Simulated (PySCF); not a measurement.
# C6H5O3S radical: open-shell or spin-flip excitations

Aim: compute the open-shell or spin-flip excitations of C6H5O3S radical (`O=S(=O)(O)c1c[c]ccc1`).

Computed with PySCF 2.14.0 and routines of our own; the level stands in each step. Atoms count from 0.

### 1 The starting structure

15 atoms, charge 0, multiplicity 2; geometry from: GFN2-xTB.

### 2 Open-shell or spin-flip excitations: unrestricted TDA CAM-B3LYP/def2-SVP

What the job is given:

```
{"job": {"kind": "uabs", "xc": "CAM-B3LYP", "basis": "def2-SVP", "nstates": 10, "tda": true}, "charge": 0, "multiplicity": 2}
O     -2.454795     1.251089     0.650164
S     -2.001732    -0.095098     0.462145
O     -2.408937    -1.109839     1.374014
O     -2.466697    -0.530473    -1.027789
C     -0.236438    -0.134855     0.252088
C      0.416041    -1.349006     0.409147
C      1.762894    -1.325200     0.197283
C      2.486959    -0.220414    -0.147715
C      1.802205     0.986431    -0.296239
C      0.431941     1.019601    -0.094300
H     -2.952487     0.188224    -1.435262
H     -0.148407    -2.222926     0.688901
H      3.554393    -0.265350    -0.300040
H      2.342729     1.881446    -0.566113
H     -0.132082     1.934361    -0.188195
```

With the program's defaults for keys left out, this is: unrestricted TDA CAM-B3LYP/def2-SVP, vertical, gas phase, core orbitals frozen in the response.

Command:

```console
$ OMP_NUM_THREADS=1 python excited_run.py task.json out
```

One launch serves the whole session: the jobs run in the order shown.

The log of the run:

```text
coarse grid: 14504 points
cycle   1  E = -854.2283077421  dE =  2.960e+00  |g| = 8.998e-01  |ddm| = 3.716e+00
cycle   2  E = -853.9154468278  dE =  3.129e-01  |g| = 1.319e+00  |ddm| = 2.153e+00
cycle   3  E = -854.5401896635  dE = -6.247e-01  |g| = 1.296e-01  |ddm| = 1.328e+00
cycle   4  E = -854.5463786615  dE = -6.189e-03  |g| = 6.085e-02  |ddm| = 1.773e-01
cycle   5  E = -854.5480926495  dE = -1.714e-03  |g| = 1.032e-02  |ddm| = 7.019e-02
cycle   6  E = -854.5481919821  dE = -9.933e-05  |g| = 5.251e-03  |ddm| = 2.112e-02
cycle   7  E = -854.5482285527  dE = -3.657e-05  |g| = 3.021e-03  |ddm| = 9.641e-03
cycle   8  E = -854.5482465811  dE = -1.803e-05  |g| = 1.924e-03  |ddm| = 6.937e-03
cycle   9  E = -854.5482567931  dE = -1.021e-05  |g| = 1.272e-03  |ddm| = 5.232e-03
cycle  10  E = -854.5482644353  dE = -7.642e-06  |g| = 7.872e-04  |ddm| = 5.795e-03
final grid: 139480 points
cycle  11  E = -854.6856021853  dE = -3.242e-05  |g| = 2.281e-03  |ddm| = 1.919e-02
cycle  12  E = -854.6856030594  dE = -8.741e-07  |g| = 2.406e-03  |ddm| = 5.361e-03
cycle  13  E = -854.6856058702  dE = -2.811e-06  |g| = 5.340e-04  |ddm| = 2.627e-03
cycle  14  E = -854.6856062028  dE = -3.325e-07  |g| = 3.353e-04  |ddm| = 8.446e-04
cycle  15  E = -854.6856065546  dE = -3.518e-07  |g| = 2.126e-04  |ddm| = 9.888e-04
cycle  16  E = -854.6856067836  dE = -2.291e-07  |g| = 1.617e-04  |ddm| = 9.634e-04
cycle  17  E = -854.6856069186  dE = -1.349e-07  |g| = 5.699e-05  |ddm| = 1.109e-03
cycle  18  E = -854.6856069301  dE = -1.155e-08  |g| = 2.690e-05  |ddm| = 3.151e-04
cycle  19  E = -854.6856069315  dE = -1.354e-09  |g| = 1.569e-05  |ddm| = 9.776e-05
cycle  20  E = -854.6856069317  dE = -2.260e-10  |g| = 6.141e-06  |ddm| = 3.214e-05
converged SCF energy = -854.6856069317

Static polarisability (au): isotropic 78.432, principal 46.953 83.983 104.359

<S^2> of the reference = 0.7593 (exact 0.7500)

Excitations
state   eV       nm        f      <S^2>   main configurations
  1   3.2962    376.1   0.00109   0.764   Hb->Lb 0.91
  2   4.1068    301.9   0.00002   0.809   H-1b->Lb 0.95
  3   4.1943    295.6   0.00001   2.724   H-1b->L+1b 0.34, H-1a->La 0.23, Hb->L+2b 0.12, H-2a->La 0.09
  4   4.6917    264.3   0.00070   2.714   Hb->L+1b 0.55, H-2a->La 0.28, H-1a->La 0.09
  5   4.8315    256.6   0.00057   0.853   Ha->La 0.96
  6   5.0075    247.6   0.00003   2.718   Hb->L+2b 0.34, H-2a->L+1a 0.21, H-1a->L+1a 0.15, H-1a->La 0.15
  7   5.1910    238.8   0.00558   0.807   Ha->L+1a 0.93
  8   5.5693    222.6   0.00090   2.401   H-1a->L+1a 0.37, H-2a->L+1a 0.28, H-1b->L+2b 0.15, H-2a->La 0.08
  9   5.7091    217.2   0.01630   1.154   H-1b->L+2b 0.45, Hb->L+1b 0.24, H-2a->La 0.19
 10   6.3376    195.6   0.00191   0.793   H-3b->Lb 0.52, H-7b->Lb 0.17
```

Run time: 32 s. Hardware: 1 thread of AMD EPYC 9R45, shared host; peak memory 0.74 GiB.

Key values:

| quantity | value |
| --- | --- |
| ⟨S²⟩ | 0.759 |

Löwdin spin populations:

O0 0.01; S1 0.01; O2 0.00; O3 0.00; C4 0.05; C5 -0.01; C6 0.90; C7 -0.01; C8 0.06; C9 -0.04; H10 0.00; H11 0.02; H12 0.02; H13 0.01; H14 0.00

### 3 Open-shell or spin-flip excitations: unrestricted TDDFT TPSSh/def2-SVP in dimethylsulfoxide

The job, as its differences from that of step 2:

```diff
@@ -1,2 +1,2 @@
-{"job": {"kind": "uabs", "xc": "CAM-B3LYP", "basis": "def2-SVP", "nstates": 10, "tda": true}, "charge": 0, "multiplicity": 2}
+{"job": {"kind": "uabs", "xc": "TPSSh", "basis": "def2-SVP", "nstates": 15, "tda": false, "solvent": "dimethylsulfoxide", "scf": {"guess": "vsap", "damp": 0.3, "fallback": true}}, "charge": 0, "multiplicity": 2}
 O     -2.454795     1.251089     0.650164
```

Method: unrestricted TDDFT TPSSh/def2-SVP, vertical, IEF-PCM dimethylsulfoxide (non-equilibrium linear response), core orbitals frozen in the response.

The log of the run:

```text
damping 0.30 in the first 6 cycles
final grid: 139480 points
cycle   1  E = -850.2420870460  dE =  2.858e+00  |g| = 2.815e+00  |ddm| = 6.385e+00
cycle   2  E = -845.9035806480  dE =  4.339e+00  |g| = 3.526e+00  |ddm| = 7.850e+00
cycle   3  E = -826.4286629442  dE =  1.947e+01  |g| = 5.708e+00  |ddm| = 2.242e+01
cycle   4  E = -801.1605896909  dE =  2.527e+01  |g| = 7.509e+00  |ddm| = 2.530e+01
cycle   5  E = -729.8551534478  dE =  7.131e+01  |g| = 9.548e+00  |ddm| = 3.094e+01
cycle   6  E = -720.7876219426  dE =  9.068e+00  |g| = 9.166e+00  |ddm| = 3.401e+01
cycle   7  E = -462.0668616103  dE =  2.587e+02  |g| = 1.431e+01  |ddm| = 3.848e+01
cycle   8  E = -787.8095382008  dE = -3.257e+02  |g| = 6.506e+00  |ddm| = 7.238e+01
cycle   9  E = -827.1998471229  dE = -3.939e+01  |g| = 5.974e+00  |ddm| = 7.320e+01
cycle  10  E = -842.3127035357  dE = -1.511e+01  |g| = 4.177e+00  |ddm| = 9.428e+00
cycle  11  E = -848.4621645200  dE = -6.149e+00  |g| = 3.034e+00  |ddm| = 5.995e+00
cycle  12  E = -854.3616366876  dE = -5.899e+00  |g| = 9.779e-01  |ddm| = 4.970e+00
cycle  13  E = -854.5097156050  dE = -1.481e-01  |g| = 8.759e-01  |ddm| = 1.770e+00
cycle  14  E = -854.8658942824  dE = -3.562e-01  |g| = 3.859e-01  |ddm| = 1.030e+00
cycle  15  E = -854.9135775952  dE = -4.768e-02  |g| = 2.069e-01  |ddm| = 4.174e-01
cycle  16  E = -854.9286639670  dE = -1.509e-02  |g| = 1.368e-01  |ddm| = 2.415e-01
cycle  17  E = -854.9369379586  dE = -8.274e-03  |g| = 4.273e-02  |ddm| = 1.892e-01
cycle  18  E = -854.9374422404  dE = -5.043e-04  |g| = 2.615e-02  |ddm| = 6.865e-02
cycle  19  E = -854.9377547424  dE = -3.125e-04  |g| = 4.414e-03  |ddm| = 2.748e-02
cycle  20  E = -854.9377634876  dE = -8.745e-06  |g| = 1.641e-03  |ddm| = 6.354e-03
cycle  21  E = -854.9377649192  dE = -1.432e-06  |g| = 7.438e-04  |ddm| = 2.259e-03
cycle  22  E = -854.9377653530  dE = -4.338e-07  |g| = 3.342e-04  |ddm| = 1.174e-03
cycle  23  E = -854.9377654921  dE = -1.391e-07  |g| = 2.618e-04  |ddm| = 7.456e-04
cycle  24  E = -854.9377655732  dE = -8.110e-08  |g| = 1.167e-04  |ddm| = 5.517e-04
cycle  25  E = -854.9377656083  dE = -3.514e-08  |g| = 6.717e-05  |ddm| = 4.862e-04
cycle  26  E = -854.9377656142  dE = -5.831e-09  |g| = 3.836e-05  |ddm| = 1.748e-04
cycle  27  E = -854.9377656163  dE = -2.126e-09  |g| = 1.736e-05  |ddm| = 1.344e-04
cycle  28  E = -854.9377656165  dE = -1.671e-10  |g| = 1.076e-05  |ddm| = 3.468e-05
converged SCF energy = -854.9377656165

Static polarisability (au): isotropic 108.273, principal 61.375 120.292 143.151

<S^2> of the reference = 0.7597 (exact 0.7500)

Excitations
state   eV       nm        f      <S^2>   main configurations
  1   3.2818    377.8   0.00099   0.765   Hb->Lb 0.94
  2   3.8038    325.9   0.00006   2.667   H-1b->L+1b 0.31, H-1a->La 0.19, Hb->L+2b 0.13, H-2a->La 0.11
  3   3.8541    321.7   0.00007   0.870   H-1b->Lb 0.94
  4   4.4242    280.2   0.00056   0.854   Ha->La 0.98
  5   4.4996    275.5   0.00106   2.696   Hb->L+1b 0.56, H-2a->La 0.25, H-1a->La 0.12
  6   4.8219    257.1   0.00010   2.705   Hb->L+2b 0.31, H-2a->L+1a 0.17, H-1a->L+1a 0.16, H-1a->La 0.16
  7   4.8945    253.3   0.00407   0.812   Ha->L+1a 0.96
  8   4.9669    249.6   0.00121   0.785   H-2b->Lb 0.99
  9   5.3031    233.8   0.00607   0.788   H-3b->Lb 0.91
 10   5.3788    230.5   0.00255   2.261   H-1a->L+1a 0.33, H-2a->L+1a 0.32, H-1b->L+2b 0.11, H-2a->La 0.10
 11   5.4835    226.1   0.02606   1.300   H-1b->L+2b 0.42, Hb->L+1b 0.26, H-2a->La 0.20
 12   5.5828    222.1   0.00016   0.783   H-4b->Lb 0.94
 13   5.8564    211.7   0.00071   0.804   H-5b->Lb 0.94
 14   5.9446    208.6   0.00040   2.713   H-2b->L+1b 0.55, H-3a->La 0.40
 15   5.9753    207.5   0.17069   0.767   H-1b->L+1b 0.39, H-1a->La 0.23, H-2a->La 0.19
```

Run time: 91 s. Hardware: 1 thread of AMD EPYC 9R45, shared host; peak memory 0.94 GiB.

Key values:

| quantity | value |
| --- | --- |
| ⟨S²⟩ | 0.760 |

### 4 Results

| quantity | value |
| --- | --- |
| lowest and brightest state of nearly pure spin, of 10 (step 2, unrestricted TDA CAM-B3LYP/def2-SVP) | 3.30 eV; 5.19 eV, f = 0.006 |
| lowest and brightest state of nearly pure spin, of 15 (step 3, unrestricted TDDFT TPSSh/def2-SVP in dimethylsulfoxide) | 3.28 eV; 5.98 eV, f = 0.171 |

States whose ⟨S²⟩ lies well above the reference's are mixtures of spin states, an artefact of the unrestricted response, and are left out of the summary. The lowest state of nearly pure spin runs from 3.28 to 3.30 eV over the runs.
